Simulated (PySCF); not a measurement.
# C2H8BN (SMILES CBNC) at 6 levels

Wanted: a comparison of 6 runs (HF/3-21G, B3LYP/6-31G*, PBE0/def2-SVP, CAM-B3LYP/def2-TZVP, CCSD/pcseg-1) of C2H8BN. 

The calculation is run with PySCF 2.14.0.

### Step 1. The system as given

C2H8BN has 12 atoms, charge 0, and is taken as a singlet. SMILES: `CBNC`. Geometry: relaxed at PBE0-D4/def2-TZVP. This is one conformer, not always the lowest.

Bond lengths: C1–B2 1.569 Å, B2–N3 1.389 Å, N3–C4 1.443 Å, C1–H5 1.094 Å, C1–H6 1.095 Å, C1–H7 1.095 Å, B2–H8 1.204 Å, N3–H9 1.009 Å, C4–H10 1.090 Å, C4–H11 1.095 Å, C4–H12 1.095 Å. Some angles: C1–B2–N3 121.9°, B2–N3–C4 127.1°, C1–B2–H8 121.2°, N3–B2–H8 116.9°, B2–C1–H5 114.2°, B2–C1–H6 110.5°, B2–C1–H7 110.5°, B2–N3–H9 119.0°, C4–N3–H9 114.0°, N3–C4–H10 109.0°.

### Step 2. Energy and forces at HF/3-21G (run 1)

run.py

```python
from pyscf import gto

mol = gto.M(
    atom='''
C     -3.446105     1.386303     0.592240
B     -0.569941     1.179189    -0.101289
N      0.734159    -1.094151     0.054991
C      3.363146    -1.524442    -0.527612
H     -4.302339    -0.394008     1.202811
H     -4.531374     2.090604    -1.023665
H     -3.729941     2.776764     2.099108
H      0.608870     2.995783    -0.796898
H     -0.197665    -2.655254     0.631169
H      4.214467     0.251712    -1.129678
H      4.408731    -2.216082     1.117962
H      3.593692    -2.900730    -2.055077
''',
    basis='3-21g',
    max_memory=1860,
    charge=0,
    verbose=4,
    unit='bohr',
)

mf = mol.RHF()
mf.conv_tol = 1e-10
mf.kernel()
if not mf.converged:
    mf = mf.newton().run(mf.mo_coeff, mf.mo_occ)

e_final = mf.e_tot
print('Final energy', e_final)
grad = mf.nuc_grad_method().kernel()
mf.analyze()
```

The run is started by

```sh
$ OMP_NUM_THREADS=1 python run.py
```

The program printed:

```text
PySCF version 2.14.0

[... 83 lines left out ...]
Two-electron Energy =                  166.579276348456460
[... 7 lines left out ...]
MO #4   energy= -7.53325387032171  occ= 2
[... 5 lines left out ...]
MO #10  energy= -0.595274314813774 occ= 2
[... 5 lines left out ...]
MO #16  energy= -0.388963782394546 occ= 2
[... 5 lines left out ...]
MO #22  energy= 0.34935172032223   occ= 0
[... 5 lines left out ...]
MO #28  energy= 0.521611207541975  occ= 0
[... 5 lines left out ...]
MO #34  energy= 0.985453146275514  occ= 0
[... 5 lines left out ...]
MO #40  energy= 1.3091600340279    occ= 0
[... 5 lines left out ...]
MO #46  energy= 1.46164429479865   occ= 0
[... 5 lines left out ...]
MO #52  energy= 2.9101903449176    occ= 0
[... 28 lines left out ...]
pop of  2 N 3pz           0.00971
pop of  3 C 1s            1.99971
pop of  3 C 2s            0.99701
pop of  3 C 3s            0.00078
pop of  3 C 2px           0.89703
pop of  3 C 2py           1.12450
pop of  3 C 2pz           1.09919
pop of  3 C 3px           0.00520
pop of  3 C 3py           0.00194
pop of  3 C 3pz           0.00215
pop of  4 H 1s            0.91419
pop of  4 H 2s            0.00752
pop of  5 H 1s            0.89377
pop of  5 H 2s            0.00774
pop of  6 H 1s            0.89380
pop of  6 H 2s            0.00774
pop of  7 H 1s            1.04401
pop of  7 H 2s            0.00262
pop of  8 H 1s            0.78203
pop of  8 H 2s            0.01118
pop of  9 H 1s            0.88926
pop of  9 H 2s            0.00968
pop of  10 H 1s           0.90860
pop of  10 H 2s           0.00922
pop of  11 H 1s           0.90865
pop of  11 H 2s           0.00922
 ** Mulliken atomic charges  **
charge of    0C =     -0.39301
charge of    1B =      0.15000
charge of    2N =     -0.33025
charge of    3C =     -0.12752
charge of    4H =      0.07829
charge of    5H =      0.09849
charge of    6H =      0.09846
charge of    7H =     -0.04663
charge of    8H =      0.20679
charge of    9H =      0.10106
charge of   10H =      0.08218
charge of   11H =      0.08214
Dipole moment(X, Y, Z, Debye):  0.67806, -1.51989,  0.15302
```

Run time: 2.7 s. Hardware: 1 thread of Intel Xeon at 2.70GHz, shared host; peak memory 0.13 GiB.

### Step 3. Energy and gradient at B3LYP/6-31G(d) (spherical functions) (run 2)

input.py

```python
from pyscf import gto, dft

mol = gto.M(
    atom=[
    ('C', (-1.823600, 0.733600, 0.313400)),
    ('B', (-0.301600, 0.624000, -0.053600)),
    ('N', (0.388500, -0.579000, 0.029100)),
    ('C', (1.779700, -0.806700, -0.279200)),
    ('H', (-2.276700, -0.208500, 0.636500)),
    ('H', (-2.397900, 1.106300, -0.541700)),
    ('H', (-1.973800, 1.469400, 1.110800)),
    ('H', (0.322200, 1.585300, -0.421700)),
    ('H', (-0.104600, -1.405100, 0.334000)),
    ('H', (2.230200, 0.133200, -0.597800)),
    ('H', (2.333000, -1.172700, 0.591600)),
    ('H', (1.901700, -1.535000, -1.087500)),
],
    spin=0,
    charge=0,
    basis='6-31g*',
    verbose=3,
    max_memory=1860,
)

ks = dft.RKS(mol, xc='b3lyp')
ks.conv_tol = 1e-10
ks.grids.level = 5
ks.kernel()
if not ks.converged:
    ks = ks.newton().run(ks.mo_coeff, ks.mo_occ)

etot = ks.e_tot
print('E(%s) = %.9f' % ('B3LYP', etot))
grad = ks.nuc_grad_method().kernel()
ks.analyze()
```

The run is started by

```sh
$ OMP_NUM_THREADS=1 python input.py
```

The program printed:

```text
converged SCF energy = -160.673995711669
[... 15 lines left out ...]
MO #6   energy= -0.689455539359746 occ= 2
[... 5 lines left out ...]
MO #12  energy= -0.380524993939256 occ= 2
[... 5 lines left out ...]
MO #18  energy= 0.0937507822150567 occ= 0
[... 5 lines left out ...]
MO #24  energy= 0.186714722179252  occ= 0
[... 5 lines left out ...]
MO #30  energy= 0.485914609334262  occ= 0
[... 5 lines left out ...]
MO #36  energy= 0.698147833009533  occ= 0
[... 5 lines left out ...]
MO #42  energy= 0.887083426624186  occ= 0
[... 5 lines left out ...]
MO #48  energy= 0.991954506663664  occ= 0
[... 5 lines left out ...]
MO #54  energy= 1.48813978465392   occ= 0
[... 5 lines left out ...]
MO #60  energy= 1.92363669048445   occ= 0
[... 5 lines left out ...]
MO #66  energy= 2.29454799024439   occ= 0
[... 5 lines left out ...]
MO #72  energy= 2.8386328615863    occ= 0
[... 13 lines left out ...]
Dipole moment(X, Y, Z, Debye):  0.56617, -1.57286,  0.19334
```

Wall time 35 s (1 thread of Intel Xeon at 2.70GHz, shared host); peak memory 0.74 GiB.

Runs 3 to 5 aren't shown in full; the table further down has their settings and results.

### Step 4. The energy at CCSD/pcseg-1 (run 6)

calc.py

```python
from pyscf import gto, scf, cc

mol = gto.Mole()
mol.atom = '''
C     -3.446105     1.386303     0.592240
B     -0.569941     1.179189    -0.101289
N      0.734159    -1.094151     0.054991
C      3.363146    -1.524442    -0.527612
H     -4.302339    -0.394008     1.202811
H     -4.531374     2.090604    -1.023665
H     -3.729941     2.776764     2.099108
H      0.608870     2.995783    -0.796898
H     -0.197665    -2.655254     0.631169
H      4.214467     0.251712    -1.129678
H      4.408731    -2.216082     1.117962
H      3.593692    -2.900730    -2.055077
'''
mol.max_memory = 1860
mol.verbose = 3
mol.unit = 'bohr'
mol.basis = 'pcseg-1'
mol.build()

mf = scf.RHF(mol)
mf.conv_tol = 1e-10
mf.kernel()
if not mf.converged:
    mf = mf.newton().run(mf.mo_coeff, mf.mo_occ)

mycc = cc.CCSD(mf, frozen=4)
mycc.kernel()
e_final = mycc.e_tot
print('E(%s) = %.9f' % ('CCSD', e_final))
mf.analyze()
```

The run is started by

```sh
$ OMP_NUM_THREADS=1 python calc.py
```

The program printed:

```text
converged SCF energy = -159.529154400505
[... 10 lines left out ...]
MO #8   energy= -0.718922624449084 occ= 2
[... 7 lines left out ...]
MO #16  energy= -0.395666844688234 occ= 2
[... 7 lines left out ...]
MO #24  energy= 0.255744885383511  occ= 0
[... 7 lines left out ...]
MO #32  energy= 0.620594313201075  occ= 0
[... 7 lines left out ...]
MO #40  energy= 0.886092660463427  occ= 0
[... 7 lines left out ...]
MO #48  energy= 1.08538173353019   occ= 0
[... 7 lines left out ...]
MO #56  energy= 1.70486521202589   occ= 0
[... 7 lines left out ...]
MO #64  energy= 2.17822124131155   occ= 0
[... 7 lines left out ...]
MO #72  energy= 2.41546200783407   occ= 0
[... 7 lines left out ...]
MO #80  energy= 2.82500689513377   occ= 0
[... 7 lines left out ...]
MO #88  energy= 3.31803625259734   occ= 0
[... 7 lines left out ...]
MO #96  energy= 3.83928025737625   occ= 0
[... 13 lines left out ...]
Dipole moment(X, Y, Z, Debye):  0.69049, -1.38777,  0.12164
```

Wall time 23 s (1 thread of Intel Xeon at 2.70GHz, shared host); peak memory 0.6 GiB.

### Step 5. All runs side by side

```
run                               level  integration grid  Cartesian functions  energy (Eh)  dipole moment (D) of the reference  HOMO energy (eV)  LUMO energy (eV)  wall time
  1                            HF/3-21G                 –                   no  -158.690879                                1.67            -10.58              5.29      2.7 s
  2  B3LYP/6-31G* (spherical functions)                 5                   no  -160.673996                                1.68             -7.05              1.21       35 s
  3  B3LYP/6-31G* (Cartesian functions)                 5                  yes  -160.676809                                1.68             -7.04              1.21       37 s
  4                       PBE0/def2-SVP                 5                   no  -160.353057                                1.74             -7.49              1.10       63 s
  5                 CAM-B3LYP/def2-TZVP                 5                   no  -160.640775                                1.60             -8.98              1.80    3.8 min
  6                        CCSD/pcseg-1                 –                   no  -160.126336                                1.55            -10.77              4.44       23 s
```

### Step 6. Summary of results

| quantity | value |
| --- | --- |
| run 6: total energy | -160.12634 Eh |
| run 6: dipole moment (Hartree–Fock density) | 1.55 D |
| run 6: HOMO energy (Hartree–Fock orbitals) | -10.77 eV |
| run 6: LUMO energy (Hartree–Fock orbitals) | 4.44 eV |
| run 6: HOMO–LUMO gap (Hartree–Fock orbitals) | 15.20 eV |
| run 6: correlation energy (4 core orbitals frozen) | -597.2 mEh |
| run 6: T1 diagnostic | 0.011 |

Over runs 1, 2, 3, 4, 5 the dipole moment (its size) runs from 1.60 D (CAM-B3LYP/def2-TZVP) to 1.74 D (PBE0/def2-SVP). The two ends differ in method and basis. Over runs 1, 2, 3, 4, 5 the HOMO–LUMO gap runs from 8.26 eV (B3LYP/6-31G*) to 15.87 eV (HF/3-21G). Totals of different functionals can't be ranked against each other. All runs together took 6.5 min, the longest 3.8 min.
